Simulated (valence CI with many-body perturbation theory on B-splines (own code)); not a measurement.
# Pb⁷⁵⁺: settings changed one run at a time

How much do changed settings matter for Pb⁷⁵⁺? A reference run is followed by altered ones.

The numbers are computed with an in-house CI+MBPT code version 6 (configuration interaction of the valence electrons, many-body perturbation theory for a frozen closed Dirac-Fock core, no-pair Dirac Hamiltonian, B-spline basis), except any that are marked as measured or tabulated.

### 1 The atom as given

| Quantity | Value |
| --- | --- |
| element | lead (Z = 82, A = 208) |
| charge | +75 |
| frozen core | [He] |
| start configuration of the valence electrons | 2s2 2p3 |
| nuclear rms radius | 5.5012 fm |

### 2 The reference run

The run's settings:

```ini
atom Pb  Z=82  mass_number=208  rms_radius_fm=5.5012
core [He]
valence 2s2 2p3
avg = 1
basis = S
breit = 1
cap = 10000
capref = 1200
cscale = 1
de = 0.0
dress = 0
eps = 2e-08
extrap = 1
h = 0.27
hh = 1
l2 = 3
lcore = 6
maxit = 60
n2 = 5
natural = 1
nlev = 20
nno = [3, 3, 3, 2, 1]
nroot = 26
nsp = [3, 3, 2, 1, 0]
pt2 = 1
qed = 1
rpa = 1
s1 = 1
s2 = 1
s3 = 1
screen = 1
tol = 2e-05
whole = 1
```

Started as:

```console
> python run_cv.py task.json out
```

task.json holds these settings and those of the later runs, which follow in the same process.

### 3 Changed: hole ladder off

The settings differ from step 2 so:

```diff
@@ -14,3 +14,3 @@
 h = 0.27
-hh = 1
+hh = 0
 l2 = 3
```

### 4 Changed: averaged references off

The settings differ from step 3 so:

```diff
@@ -3,3 +3,3 @@
 valence 2s2 2p3
-avg = 1
+avg = 0
 basis = S
@@ -14,3 +14,3 @@
 h = 0.27
-hh = 0
+hh = 1
 l2 = 3
```

### 5 Changed: core polarisation of operators off

The settings differ from step 4 so:

```diff
@@ -3,3 +3,3 @@
 valence 2s2 2p3
-avg = 0
+avg = 1
 basis = S
@@ -26,3 +26,3 @@
 qed = 1
-rpa = 1
+rpa = 0
 s1 = 1
```

### 6 Changed: cutoff on virtual energies (hartree) 1066.67

The settings differ from step 5 so:

```diff
@@ -11,2 +11,3 @@
 dress = 0
+ecut = 1066.67
 eps = 2e-08
@@ -26,3 +27,3 @@
 qed = 1
-rpa = 0
+rpa = 1
 s1 = 1
```

Q: Predict the results.

**Answer**, as computed:

```tsv
run	outcome	ionisation energy (eV)	its shift (eV)	mean size of level shifts (cm⁻¹)	time
reference	converged	20756.2	0	0	10 s
hole ladder off	converged	20756.2	+0.0001	148	9.7 s
averaged references off	converged	20756.2	-0.0032	101	9.6 s
core polarisation of operators off	converged	20756.2	+0	0.0	9.5 s
cutoff on virtual energies (hartree) 1066.67	converged, crude	20755.3	-0.83	4510	9.2 s
NIST (tabulated theoretical)	-	20750	-	-	-
```

The ionisation energy reacts most to «cutoff on virtual energies (hartree) 1066.67» (-0.83 eV) and least to «core polarisation of operators off» (+0 eV). The reference run itself stands +6.17 eV from the NIST entry (uncertainty 100 eV). Cautions: intervals between levels of different J carry noise of about a tenth of the second-order remainder, tens of cm⁻¹ or more; by estimate large intervals hold to a few tenths of a per cent, small ones and the rates on them less well.
